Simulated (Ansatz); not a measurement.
**F2H4O4W: up Jacob's ladder to CCSD(T)**

An exercise on one series of results from a longer session: the logs are not shown, and one member is left open.

Computed with Ansatz 0.2.0, Gaussian basis. Level: functionals in def2-TZVPP, the program's frozen cores in correlated methods.

Levels to be run: LDA (SPW92), PBE-D4, revPBE-D4, BLYP-D4, r2SCAN-D4, B97M-V, PBE0-D4, B3LYP-D4, r2SCANh-D4, r2SCAN0-D4, HSE06-D4, BHLYP-D4, CAM-B3LYP-D4, LC-ωPBE, ωB97X-V, ωB97M-V, B2PLYP, PBE-QIDH; CCSD(T)/def2-SVP; MP2/def2-TZVPP; MP2/def2-QZVPP; RPA on PBE.

### The geometry

All runs share one geometry, relaxed beforehand with PBE0-D4 in a triple-zeta def2 set. W takes the def2 core potential; no spin-orbit term is included.

SMILES `[OH][W]([OH])([OH])([OH])([F])[F]`, 11 atoms, charge 0, spin multiplicity 1.

Atoms are counted from 1 here; the program's logs count them from 0.

Bond lengths: O1–W2 1.865 Å, O1–H8 0.961 Å, W2–O3 1.877 Å, W2–O4 1.884 Å, W2–O5 1.873 Å, W2–F6 1.894 Å, W2–F7 1.914 Å, O3–H9 0.962 Å, O4–H10 0.960 Å, O5–H11 0.960 Å. Angles: W2–O1–H8 124.3°, O1–W2–O3 98.6°, O1–W2–O4 163.3°, O1–W2–O5 90.8°, O1–W2–F6 92.6°, O1–W2–F7 81.9°, O3–W2–O4 98.0°, O3–W2–O5 89.6°, O3–W2–F6 83.1°, O3–W2–F7 169.8°, O4–W2–O5 89.5°, O4–W2–F6 89.2°, O4–W2–F7 81.7°, O5–W2–F6 172.3°, O5–W2–F7 100.6°, F6–W2–F7 86.8°, W2–O3–H9 120.3°, W2–O4–H10 121.8° and more.

Set-up of the first run:

Contents of in.yaml:

```yaml
crystal:
  periodic: [false, false, false]
  atoms:
    - {symbol: O, position_ang: [-1.357641, -1.072650, 0.900604]}
    - {symbol: W, position_ang: [-0.043815, -0.015697, 0.104330]}
    - {symbol: O, position_ang: [1.465905, -1.001043, 0.627949]}
    - {symbol: O, position_ang: [0.846778, 1.344407, -0.848565]}
    - {symbol: O, position_ang: [-0.143520, -1.030120, -1.466776]}
    - {symbol: F, position_ang: [0.296229, 0.924584, 1.712942]}
    - {symbol: F, position_ang: [-1.529100, 1.165134, -0.145457]}
    - {symbol: H, position_ang: [-2.282024, -0.821928, 0.975713]}
    - {symbol: H, position_ang: [1.925912, -0.785723, 1.444596]}
    - {symbol: H, position_ang: [0.418407, 2.176846, -1.062599]}
    - {symbol: H, position_ang: [0.402859, -0.883811, -2.242738]}
basis:
  gaussian: {orbitals: def2-TZVPP}
hamiltonian: {xc: lda}
output: {orbitals: {seedname: orbitals}}
```

On the command line:

```
ansatz run in.yaml --threads 4 --pin off --events-out ev --progress --plain --max-ram 11315MiB
```

Steps of the session up to this table: LDA; PBE-D4 (GGA); revPBE-D4 (GGA); BLYP-D4 (GGA); r2SCAN-D4 (meta-GGA); B97M-V (meta-GGA); B3LYP-D4 (hybrid); r2SCANh-D4 (hybrid); r2SCAN0-D4 (hybrid); HSE06-D4 (hybrid); BHLYP-D4 (hybrid); CAM-B3LYP-D4 (range-separated); LC-ωPBE (range-separated); ωB97X-V (range-separated); ωB97M-V (range-separated); B2PLYP (double hybrid); PBE-QIDH (double hybrid).

One table of the session follows, with a row left open; its other results are not shown here.

It belongs to the step «Orbital energies across the functionals». 

```
  functional  HOMO (eV)  LUMO (eV)  gap (eV)
 LDA (SPW92)      -7.98      -3.49      4.49
      PBE-D4      -7.76      -3.27      4.49
   revPBE-D4      -7.67      -3.18      4.49
     BLYP-D4      -7.68      -3.21      4.47
   r2SCAN-D4      -8.18      -3.27      4.91
      B97M-V      -8.28      -3.25      5.03
     PBE0-D4      -9.52      -2.63      6.88
    B3LYP-D4      -9.25      -2.88      6.38
  r2SCANh-D4      -8.84      -3.02      5.82
  r2SCAN0-D4      -9.82      -2.62      7.20
    HSE06-D4          ?          ?         ?
    BHLYP-D4     -11.23      -1.85      9.38
CAM-B3LYP-D4     -11.02      -1.60      9.43
     LC-ωPBE     -12.33      -0.38     11.95
     ωB97X-V     -12.00      -0.48     11.52
     ωB97M-V     -11.94      -0.51     11.43
```

**Question.** Estimate the row for HSE06-D4.

The run gave: HOMO (eV): -9.10; LUMO (eV): -3.01; gap (eV): 6.09. In the column «HOMO (eV)» it lies between B3LYP-D4 (-9.25) and r2SCANh-D4 (-8.84).
